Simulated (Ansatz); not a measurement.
# H4NO3Ta: basis-set convergence

The task here is to estimate one member of a computed series from the others.

Program: Ansatz 0.2.0, Gaussian basis. Level of theory: one geometry, several basis sets. These are calculated values, not measurements.

Levels to be run: PBE0-D4/def2-SVP; ωB97M-V/def2-SVP; PBE0-D4/def2-QZVPP; ωB97M-V/def2-QZVPP; the functionals' def2-TZVPP values are taken from earlier runs.

1 further run of the same task is left out (for a known fault of the program). Runs told in other sessions of the task aren't counted.

### The relaxed structure

All runs share one geometry, relaxed beforehand with PBE0-D4 in a triple-zeta def2 set. Ta takes the def2 core potential; no spin-orbit term is included.

SMILES `[NH2][Ta](=[O])([OH])[OH]`, 9 atoms, charge 0, spin multiplicity 1.

Atoms are counted from 1 here; the program's logs count them from 0.

Bond lengths: N1–Ta2 1.979 Å, N1–H6 1.009 Å, N1–H7 1.009 Å, Ta2–O3 1.721 Å, Ta2–O4 1.918 Å, Ta2–O5 1.914 Å, O4–H8 0.956 Å, O5–H9 0.957 Å. Angles: Ta2–N1–H6 125.6°, Ta2–N1–H7 124.1°, H6–N1–H7 110.2°, N1–Ta2–O3 105.6°, N1–Ta2–O4 112.6°, N1–Ta2–O5 109.1°, O3–Ta2–O4 108.0°, O3–Ta2–O5 111.7°, O4–Ta2–O5 109.8°, Ta2–O4–H8 133.2°, Ta2–O5–H9 130.0°.

The first run:

File in.yaml:

```yaml
crystal:
  periodic: [false, false, false]
  atoms:
    - {symbol: N, position_ang: [0.901994, -0.427621, -1.273765]}
    - {symbol: Ta, position_ang: [0.038049, -0.042488, 0.464986]}
    - {symbol: O, position_ang: [1.209385, -0.437408, 1.663028]}
    - {symbol: O, position_ang: [-1.513193, -1.126976, 0.774541]}
    - {symbol: O, position_ang: [-0.442582, 1.808814, 0.528457]}
    - {symbol: H, position_ang: [0.523022, -0.200683, -2.181490]}
    - {symbol: H, position_ang: [1.812920, -0.849568, -1.371668]}
    - {symbol: H, position_ang: [-2.315892, -1.277794, 0.278300]}
    - {symbol: H, position_ang: [-0.125203, 2.507324, 1.100412]}
basis:
  gaussian: {orbitals: def2-SVP}
hamiltonian: {xc: pbe0, dispersion: d4}
output: {orbitals: {seedname: orbitals}}
```

Command:

```console
$ ansatz run in.yaml --threads 4 --pin off --events-out ev --progress --plain --max-ram 10444MiB
```

Steps of the session up to this table: PBE0-D4 in def2-SVP; ωB97M-V in def2-SVP; PBE0-D4 in def2-QZVPP; ωB97M-V in def2-QZVPP.

One of the session's tables, all rows but one given; the rest of the session is left out.

It belongs to the step «Density functionals: the series». 

```
functional       basis  HOMO (eV)
   PBE0-D4    def2-SVP      -7.86
   PBE0-D4  def2-TZVPP      -7.99
   PBE0-D4  def2-QZVPP      -8.04
   ωB97M-V    def2-SVP     -10.22
   ωB97M-V  def2-TZVPP          ?
   ωB97M-V  def2-QZVPP     -10.42
```

Q: Estimate the row for ωB97M-V, def2-TZVPP from the others.

**Answer.** HOMO (eV): -10.36. In the column «HOMO (eV)» it lies between ωB97M-V, def2-QZVPP (-10.42) and ωB97M-V, def2-SVP (-10.22).
